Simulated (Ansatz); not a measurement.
# Sn: the cost of one run

Program: Ansatz 0.2.0. Level of theory: DFT PBE, scalar-relativistic, plane waves, PAW. These are calculated values, not measurements.

## Step 1: The starting structure

It takes space group I4_1/amd (No. 141, tetragonal). Conventional cell: a = 5.880 Å, b = 5.880 Å, c = 3.199 Å, α = 90.00°, β = 90.00°, γ = 90.00°. Around Sn (site symmetry -4m2) lie 6 Sn at 3.05 to 3.20 Å.

Coordinates:

```
CELL_PARAMETERS angstrom
-2.94014 2.94014 1.59930
2.94014 -2.94014 1.59930
2.94014 2.94014 -1.59930
ATOMIC_POSITIONS crystal
Sn 0.75000 0.25000 0.50000
Sn 0.00000 0.00000 0.00000
```

The structure comes from the Materials Project (structure only).

## Step 2: Quick check of gap, pressure and forces

Contents of input.yaml:

```yaml
crystal:
  lattice:
    - [-2.9401404553, 2.9401404553, 1.5993019889]
    - [2.9401404553, -2.9401404553, 1.5993019889]
    - [2.9401404553, 2.9401404553, -1.5993019889]
  atoms:
    - { symbol: Sn, position: [0.75, 0.25, 0.5] }
    - { symbol: Sn, position: [0.0, 0.0, 0.0] }
basis:
  ecutwfc: 300.0
kpoints:
  mp_grid: { grid: [6, 6, 6] }
hamiltonian:
  xc: pbe
scf:
  occupations: { method: gaussian, width: 0.1 }
output:
  forces: true
  stress: true
  eigenvalues: true
```

On the command line:

```console
ansatz run input.yaml --threads 1 --pin off --max-ram 2560MiB --backend cpu --events-out ev --progress --plain --runs-dir out
```

Q: Estimate wall time and peak memory on 1 thread of Intel Xeon at 2.70GHz, shared host.

About 1.4 s, with a peak of 0.31 GiB.
